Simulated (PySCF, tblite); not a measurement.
# C₂H₁₀GeN₂OSi: geometry, infrared bands and NMR shifts

What infrared bands and NMR shifts should C₂H₁₀GeN₂OSi (`CC(=O)N[SiH2][NH][GeH3]`) show?

The runs use tblite 0.8.0 and PySCF 2.14.0, with density-fitted response routines of our own; the level of theory stands in each step. All values are computed, except where a source is named. Atoms count from 0, in the outputs and in this text.

## Step 1: The molecule as given

17 atoms, charge 0, multiplicity 1; geometry from: force field or distance geometry start.

Bonds of the start (Å): C0–C1 1.51, C1–O2 1.24, C1–N3 1.43, N3–Si4 1.79, Si4–N5 1.79, N5–Ge6 1.86, C0–H7 1.11, C0–H8 1.11, C0–H9 1.12, N3–H10 1.05, Si4–H11 1.47, Si4–H12 1.48, N5–H13 1.04, Ge6–H14 1.56, Ge6–H15 1.55, Ge6–H16 1.55.

## Step 2: Optimising the geometry with GFN2-xTB

The job: settings as JSON, then the geometry in Å.

```
{"job": {"kind": "relax", "xc": "GFN2-xTB", "basis": "xTB"}, "charge": 0, "multiplicity": 1}
C      2.534900    -1.347100    -0.587600
C      1.351700    -0.466400    -0.912500
O      0.745000    -0.633600    -1.985400
N      0.929900     0.525400     0.032500
Si    -0.498400     1.567300    -0.233900
N     -1.962800     0.557500    -0.474100
Ge    -2.258800    -0.353700     1.122700
H      3.386600    -0.714600    -0.247500
H      2.840900    -1.925500    -1.482100
H      2.246500    -2.052300     0.227700
H      1.445300     0.629100     0.939100
H     -0.276200     2.375000    -1.446300
H     -0.690900     2.465600     0.920600
H     -2.756400     1.213000    -0.601300
H     -2.414100     0.665500     2.291800
H     -3.562800    -1.189300     1.014300
H     -1.067600    -1.303800     1.417600
```

Command:

```
$ OMP_NUM_THREADS=1 python probes_run.py task.json out
```

One launch serves the whole session: the jobs run in the order shown.

**Question.** This job is followed by: GFN2-xTB harmonic vibrations, gas phase; GIAO PBE0/pcSseg-1 NMR shielding, non-relativistic, gas phase. Predict these results of the whole session: strongest single infrared mode (GFN2-xTB); zero-point energy (GFN2-xTB); 13C shifts against TMS (PBE0/pcSseg-1); 1H shifts against TMS (PBE0/pcSseg-1, means over atoms taken as alike); 17O shifts against H2O (PBE0/pcSseg-1); 15N shifts against NH3 (PBE0/pcSseg-1); 29Si shifts against TMS (PBE0/pcSseg-1); 73Ge shifts against GeMe4 (PBE0/pcSseg-1).

As calculated:

| quantity | value |
| --- | --- |
| strongest single infrared mode (GFN2-xTB) | 1393 cm⁻¹, 526 km/mol |
| zero-point energy (GFN2-xTB) | 73.3 kcal/mol |
| 13C shifts against TMS (PBE0/pcSseg-1) | 178.9, 26.2 ppm |
| 1H shifts against TMS (PBE0/pcSseg-1, means over atoms taken as alike) | 5.15, 4.71, 4.67, 2.04, -0.30 ppm |
| 17O shifts against H2O (PBE0/pcSseg-1) | 433.9 ppm |
| 15N shifts against NH3 (PBE0/pcSseg-1) | 134.0, 3.4 ppm |
| 29Si shifts against TMS (PBE0/pcSseg-1) | -37.8 ppm |
| 73Ge shifts against GeMe4 (PBE0/pcSseg-1) | -149 ppm |

In words: Relaxing lowered the energy by 1.068 eV in 269 steps; the close pair that moved most is C1–N3, from 1.433 to 1.342 Å. No mode is imaginary among the 45: a minimum at this level. The strongest single mode, at 1393 cm⁻¹, moves mainly C1 and N3. GFN2-xTB is a fitted tight-binding method: band positions and strengths are rough. Its intensities can rank the bands wrongly. At PBE0/pcSseg-1: The widest tensor belongs to O2: span 651 ppm, with a paramagnetic part of -505 ppm. Spin-orbit coupling is left out, which matters for shieldings and couplings at and beside the heavy atoms.
